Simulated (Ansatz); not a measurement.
**GaHOF+ (triplet): from Hartree-Fock to the top rungs, cc-pVDZ**

The task here is to estimate one member of a computed series from the others.

Method: cc-pVDZ, core rule «outside noble gas», up to 16 orbitals frozen; program: Ansatz 0.2.0, Gaussian basis.

To be run: UHF; CCSD(T) on ROHF; CCSD(T) on UHF; BCCD(T) on ROHF; CISD as a restricted active space (open shells left free, so some higher excitations enter); CCSDT(Q) on ROHF; CCSDT(Q) on UHF.

23 further runs of the same task are left out: 5 for a known fault of the program, 5 that didn't finish, 13 set aside as unsound or not needed. Runs told in other sessions of the task aren't counted.

### What is computed

The geometry is a PBE0/def2-TZVP stationary point (not a proven minimum) of the parent state, kept for this charge and spin. No spin-orbit coupling is included. The filled d shell of Ga may be among the frozen orbitals whatever the setting's name suggests.

4 atoms, charge 1, spin multiplicity 3.

Atoms are counted from 1 here; the program's logs count them from 0.

Bond lengths: F1–Ga2 1.760 Å, Ga2–O3 1.795 Å, O3–H4 0.961 Å. Angles: F1–Ga2–O3 114.8°, Ga2–O3–H4 113.8°.

The first run:

Contents of in.yaml:

```yaml
crystal:
  periodic: [false, false, false]
  atoms:
    - {symbol: F, position_ang: [0.000000, -0.613878, 1.472476]}
    - {symbol: Ga, position_ang: [0.000000, 0.320760, -0.018355]}
    - {symbol: O, position_ang: [0.000000, -0.660347, -1.521903]}
    - {symbol: H, position_ang: [0.000000, -0.135382, -2.326935]}
basis:
  gaussian: {orbitals: cc-pVDZ}
total_charge: 1
magnetization: {spin_polarized: true, initial_magnetization: 2}
hamiltonian: {xc: hf}
output: {orbitals: {seedname: orbitals}}
```

Command:

```bash
$ ansatz run in.yaml --threads 1 --pin off --events-out ev --progress --plain --max-ram 2393MiB
```

Steps of the session up to this table: UHF; CCSD(T) on ROHF; CCSD(T) on UHF; BCCD(T) on ROHF; CISD as a restricted active space (open shells left free, so some higher excitations enter); CCSDT(Q) on ROHF; CCSDT(Q) on UHF.

One table of the session follows, with a row left open; its other results are not shown here.

| method | from UCCSDT(Q) (kcal/mol) |
| --- | --- |
| ROHF | +253.53 |
| UHF | +249.83 |
| RMP2 | +16.08 |
| UMP2 | +15.88 |
| RCCSD | +6.16 |
| UCCSD | +5.91 |
| RCCSD(T) | +1.39 |
| UCCSD(T) | +1.21 |
| BCCD(T) | +1.28 |
| RCCSDT | ? |
| UCCSDT | +0.64 |
| RCCSDT(Q) | +0.38 |
| UCCSDT(Q) | 0 |

Estimate the missing values for RCCSDT.

**Answer.** from UCCSDT(Q) (kcal/mol): +0.83. In the column «from UCCSDT(Q) (kcal/mol)» it lies between UCCSDT (+0.64) and UCCSD(T) (+1.21).

Not comparable, so not listed: CISD as a restricted active space (open shells left free, so some higher excitations enter) (they don't share determinant, frozen orbitals or solution with the rows shown, or repeat one).

Limits of these values: Restricted and unrestricted rows rest on different reference determinants; a gap between their highest levels can come from leftover correlation error, from unlike frozen cores or from another state.
